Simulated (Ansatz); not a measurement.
# Al6Ni5Pt: the cost of one run

Program: Ansatz 0.2.0. Level of theory: DFT PBE, scalar-relativistic, plane waves, PAW. These are calculated values, not measurements.

### Step 1. Starting point

Symmetry: P4/mmm, No. 123, tetragonal system. Conventional cell: a = 2.920 Å, b = 2.920 Å, c = 17.671 Å, α = 90.00°, β = 90.00°, γ = 90.00°. Al (site symmetry 4mm) is surrounded by 4 Ni at 2.51 Å and 4 Pt at 2.67 Å and 5 Al at 2.86 to 2.92 Å. Al (site symmetry 4mm) has 8 Ni at 2.51 to 2.52 Å and 6 Al at 2.86 to 2.92 Å in its first shell of neighbours. Around Al (site symmetry 4mm) lie 8 Ni at 2.51 Å and 6 Al at 2.86 to 2.92 Å. Around Ni (site symmetry 4mm) lie 8 Al at 2.51 Å and 5 Ni at 2.87 to 2.92 Å. Around Ni (site symmetry 4mm) lie 8 Al at 2.51 to 2.52 Å and 6 Ni at 2.85 to 2.92 Å. Ni (site symmetry 4/mmm) has 8 Al at 2.51 Å and 6 Ni at 2.85 to 2.92 Å in its first shell of neighbours. Around Pt (site symmetry 4/mmm) lie 8 Al at 2.67 Å and 4 Pt at 2.92 Å.

As a file:

```cif
data_structure
_symmetry_space_group_name_H-M 'P4/mmm'
_symmetry_Int_Tables_number 123
_cell_length_a 2.9202
_cell_length_b 2.9202
_cell_length_c 17.6712
_cell_angle_alpha 90.000
_cell_angle_beta 90.000
_cell_angle_gamma 90.000
_cell_volume 150.69
loop_
_atom_site_label
_atom_site_type_symbol
_atom_site_symmetry_multiplicity
_atom_site_Wyckoff_symbol
_atom_site_fract_x
_atom_site_fract_y
_atom_site_fract_z
_atom_site_occupancy
Al1 Al 2 g 0.00000 0.00000 0.59557 1
Al2 Al 2 g 0.00000 0.00000 0.75732 1
Al3 Al 2 g 0.00000 0.00000 0.91922 1
Ni1 Ni 2 h 0.50000 0.50000 0.67626 1
Ni2 Ni 2 h 0.50000 0.50000 0.83859 1
Ni3 Ni 1 c 0.50000 0.50000 0.00000 1
Pt1 Pt 1 d 0.50000 0.50000 0.50000 1
```

The cell was relaxed beforehand at this level, from a generated guess; it is a trial structure. At a tolerance of 0.05 Å it has space group P4/mmm (No. 123); it has 12.56 Å³/atom, an uncorrected energy of -0.69 eV/atom over the elements.

### Step 2. Bands, states and charges

File input.yaml:

```yaml
crystal:
  lattice:
    - [2.9201516812, 0.0, 0.0]
    - [0.0, 2.9201516812, 0.0]
    - [0.0, 0.0, 17.6712069029]
  atoms:
    - { symbol: Al, position: [0.0, 0.0, 0.5955722425] }
    - { symbol: Al, position: [0.0, 0.0, 0.7573236976] }
    - { symbol: Al, position: [0.0, 0.0, 0.919217511] }
    - { symbol: Al, position: [0.0, 0.0, 0.080782489] }
    - { symbol: Al, position: [0.0, 0.0, 0.2426763024] }
    - { symbol: Al, position: [0.0, 0.0, 0.4044277575] }
    - { symbol: Ni, position: [0.5, 0.5, 0.6762635961] }
    - { symbol: Ni, position: [0.5, 0.5, 0.8385930299] }
    - { symbol: Ni, position: [0.5, 0.5, 0.0] }
    - { symbol: Ni, position: [0.5, 0.5, 0.1614069701] }
    - { symbol: Ni, position: [0.5, 0.5, 0.3237364039] }
    - { symbol: Pt, position: [0.5, 0.5, 0.5] }
basis:
  ecutwfc: 420
kpoints:
  mp_grid: { grid: [12, 12, 4] }
  band_path:
    path:
      - [[0.0, 0.0, 0.0], [0.0, 0.5, 0.0], [0.5, 0.5, 0.0], [0.0, 0.0, 0.0], [0.0, 0.0, 0.5], [0.0, 0.5, 0.5], [0.5, 0.5, 0.5], [0.0, 0.0, 0.5]]
      - [[0.0, 0.5, 0.0], [0.0, 0.5, 0.5]]
      - [[0.5, 0.5, 0.0], [0.5, 0.5, 0.5]]
    npoints: 10
hamiltonian:
  xc: pbe
scf:
  occupations: { method: gaussian, width: 0.1 }
  n_extra_bands: 30
output:
  forces: true
  stress: true
  eigenvalues: true
  populations: true
  dos: { projected: true, de: 0.02, nscf_kmesh: { grid: [15, 15, 5] } }
  bader: false
  write_density: true
  write_potential: true
  elf: true
  volumetric_format: npy
```

Command:

```bash
$ ansatz run input.yaml --threads 4 --pin off --max-ram 8192MiB --backend cpu --events-out ev --progress --plain --runs-dir out
```

**Question.** How long does this run take on 4 threads of Intel Xeon at 2.50GHz (Skylake/Cascade Lake), shared host, and how much memory does it need?

About 80 s, with a peak of 1.4 GiB.
